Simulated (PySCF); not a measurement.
# wB97X/6-31G(d) (spherical functions) run of CH3BFNO (SMILES NC1(F)BO1)

Aim: the energy change on altering one bond length of CH3BFNO at wB97X/6-31G* (spherical functions), from 2 runs. 

The calculation is run with PySCF 2.14.0.

1 further run of the same task is left out (set aside as unsound or not needed).

### Step 1. The structure to begin with

The species is CH3BFNO (8 atoms), meant as a singlet with charge 0. As SMILES, `NC1(F)BO1`. The coordinates come from a PBE0-D4/def2-TZVP relaxation. This is one conformer, not always the lowest.

Bond lengths: N1–C2 1.387 Å, C2–F3 1.372 Å, C2–B4 1.510 Å, C2–O5 1.462 Å, B4–O5 1.335 Å, N1–H6 1.009 Å, N1–H7 1.013 Å, B4–H8 1.182 Å. Some angles: N1–C2–F3 113.8°, N1–C2–B4 127.1°, N1–C2–O5 115.3°, F3–C2–B4 118.6°, F3–C2–O5 108.3°, B4–C2–O5 53.3°, C2–B4–O5 61.5°, C2–O5–B4 65.2°, C2–N1–H6 112.2°, C2–N1–H7 112.6°.

### Step 2. The energy at wB97X/6-31G(d) (spherical functions)

input.py

```python
from pyscf import gto, dft

mol = gto.Mole()
mol.atom = '''
N     -0.431000     1.148400     0.184600
C      0.054100    -0.061200    -0.289600
F      0.122100    -0.132700    -1.658300
B      0.337600    -1.307200     0.515100
O      1.346900    -0.473000     0.255300
H     -1.439500     1.170100     0.211400
H     -0.075300     1.941600    -0.336200
H      0.177200    -2.343100     1.061900
'''
mol.max_memory = 1860
mol.basis = '6-31g*'
mol.verbose = 3
mol.build()

myscf = dft.RKS(mol)
myscf.xc = 'wb97x'
myscf.grids.level = 5
myscf.conv_tol = 1e-10
myscf.kernel()
if not myscf.converged:
    myscf = myscf.newton().run(myscf.mo_coeff, myscf.mo_occ)

etot = myscf.e_tot
print('Final energy', etot)
```

Run with:

```sh
$ OMP_NUM_THREADS=1 python input.py
```

Log:

```text
converged SCF energy = -294.486638446991
Final energy -294.4866384469913
```

Run time: 22 s. Hardware: 1 thread of Intel Xeon at 2.70GHz, shared host; peak memory 0.39 GiB.

### Step 3. The distorted shape, same level

input.xyz

```xyz
8
CH3BFNO
N     -0.503778     1.329872     0.255742
C      0.054100    -0.061200    -0.289600
F      0.122100    -0.132700    -1.658300
B      0.337600    -1.307200     0.515100
O      1.346900    -0.473000     0.255300
H     -1.512278     1.351572     0.282542
H     -0.148078     2.123072    -0.265058
H      0.177200    -2.343100     1.061900
```

job.py

```python
from pyscf import gto, dft

mol = gto.Mole()
mol.atom = 'input.xyz'
mol.charge = 0
mol.basis = '6-31g*'
mol.verbose = 3
mol.max_memory = 1860
mol.build()

ks = dft.RKS(mol, xc='wb97x')
ks.grids.level = 5
ks.conv_tol = 1e-10
ks.kernel()
if not ks.converged:
    ks = ks.newton().run(ks.mo_coeff, ks.mo_occ)

energy = ks.e_tot
print('E(%s) = %.9f' % ('WB97X', energy))
```

Run with:

```sh
$ OMP_NUM_THREADS=1 python job.py
```

Log:

```text
converged SCF energy = -294.465285513416
E(WB97X) = -294.465285513
```

Run time: 18 s. Hardware: 1 thread of Intel Xeon at 2.70GHz, shared host; peak memory 0.39 GiB.

### Step 4. What came out

At wB97X/6-31G* (spherical functions):

| quantity | value |
| --- | --- |
| first shape: total energy | -294.48664 Eh |
| first shape: dipole moment | 2.03 D |
| first shape: HOMO energy | -10.23 eV |
| first shape: LUMO energy | 2.22 eV |
| first shape: HOMO–LUMO gap | 12.44 eV |
| distorted shape: total energy | -294.46529 Eh |
| distorted shape: dipole moment | 1.73 D |
| distorted shape: HOMO energy | -10.03 eV |
| distorted shape: LUMO energy | 2.02 eV |
| distorted shape: HOMO–LUMO gap | 12.05 eV |
| energy change with the N1–C2 bond stretched from 1.387 to 1.595 Å | 0.581 eV |

With the N1–C2 bond stretched from 1.387 to 1.595 Å the energy rises by 0.58 eV (56.1 kJ/mol). The first shape isn't relaxed at this level, so the change isn't measured from a minimum. Mulliken charges (first shape) run from -0.76 on N1 to +0.52 on C2; they depend strongly on the basis. Mulliken charges (distorted shape) run from -0.80 on N1 to +0.51 on C2.
